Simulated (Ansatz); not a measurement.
# BCl₂HO: a rigid scan of the angle O1–B2–Cl4

The task here is to estimate one member of a computed series from the others.

Method: single points in def2-TZVPP; program: Ansatz 0.2.0, Gaussian basis.

Levels: PBE-D4, r2SCAN-D4, PBE0-D4, B3LYP-D4, wB97M-V, Hartree-Fock, MP2, CCSD, CCSD(T). The scan takes 97.4, 103.4, 109.4, 115.4, 121.4, 127.4, 133.4, 139.4, 145.4°.

Cores are frozen in the correlated methods. B3LYP uses VWN-RPA correlation.

35 further runs of the same task are left out: 35 set aside as unsound or not needed.

## Where the work starts

The minimum, relaxed at PBE0-D4: SMILES `OB(Cl)Cl`, 5 atoms, charge 0, spin multiplicity 1.

Atoms are counted from 1 here; the program's logs count them from 0.

Bond lengths: O1–B2 1.341 Å, O1–H5 0.962 Å, B2–Cl3 1.745 Å, B2–Cl4 1.762 Å. Angles: B2–O1–H5 113.4°, O1–B2–Cl3 118.8°, O1–B2–Cl4 121.4°, Cl3–B2–Cl4 119.8°.

As a file:

```xyz
5
BCl2HO
O     0.77719    0.65750    0.38492
B    -0.12278   -0.28565    0.07241
Cl   -0.30990   -1.65566    1.13714
Cl   -1.10994   -0.16527   -1.38171
H     0.81533    1.37539   -0.25417
```

Energies of the minimum (eV), from earlier single points: PBE-D4 -27777.33418, r2SCAN-D4 -27787.65654, PBE0-D4 -27779.44361, B3LYP-D4 -27791.71849, wB97M-V -27788.69431, CCSD(T) -27758.83630.

At the minimum the angle O1–B2–Cl4 is 121.4°.

Set-up of the first run:

The input, ccsdt-tzvpp/in.yaml:

```yaml
crystal:
  periodic: [false, false, false]
  atoms:
    - {symbol: O, position_ang: [0.565070, 0.853322, -0.091082]}
    - {symbol: B, position_ang: [-0.122777, -0.285650, 0.072415]}
    - {symbol: Cl, position_ang: [-0.309904, -1.655662, 1.137136]}
    - {symbol: Cl, position_ang: [-1.109941, -0.165273, -1.381706]}
    - {symbol: H, position_ang: [0.320837, 1.335887, -0.886538]}
basis:
  gaussian: {orbitals: def2-TZVPP}
correlation: {method: ccsd_t}
```

The command line of these runs was not kept.

Steps of the session up to this table: O1–B2–Cl4 = 97.4°; O1–B2–Cl4 = 103.4°; O1–B2–Cl4 = 109.4°; O1–B2–Cl4 = 115.4°; O1–B2–Cl4 = 121.4°; O1–B2–Cl4 = 127.4°; O1–B2–Cl4 = 133.4°; O1–B2–Cl4 = 139.4°; O1–B2–Cl4 = 145.4°.

One of the session's tables, all rows but one given; the rest of the session is left out.

Energies less that of the minimum at the same level (meV):

```
      angle (°)  PBE-D4  PBE0-D4  B3LYP-D4  wB97M-V  Hartree-Fock
           97.4     980      994      1016     1001          1117
          103.4     519      524       536      526           585
          109.4     222      222       227      222           245
          115.4       ?        ?         ?        ?             ?
121.4 (minimum)       0        0         0        0             0
          121.4       0        0         0        0             0
          127.4      51       55        56       57            67
          133.4     212      223       227      227           262
          139.4     498      518       528      527           601
          145.4     934      969       986      984          1114
```

**Question.** Estimate the row for angle (°) = 115.4.

The run gave: PBE-D4: 55; PBE0-D4: 54; B3LYP-D4: 55; wB97M-V: 53; Hartree-Fock: 57.

Limits of these values: A polynomial through the near points puts the CCSD(T) minimum at the PBE0-D4 value.
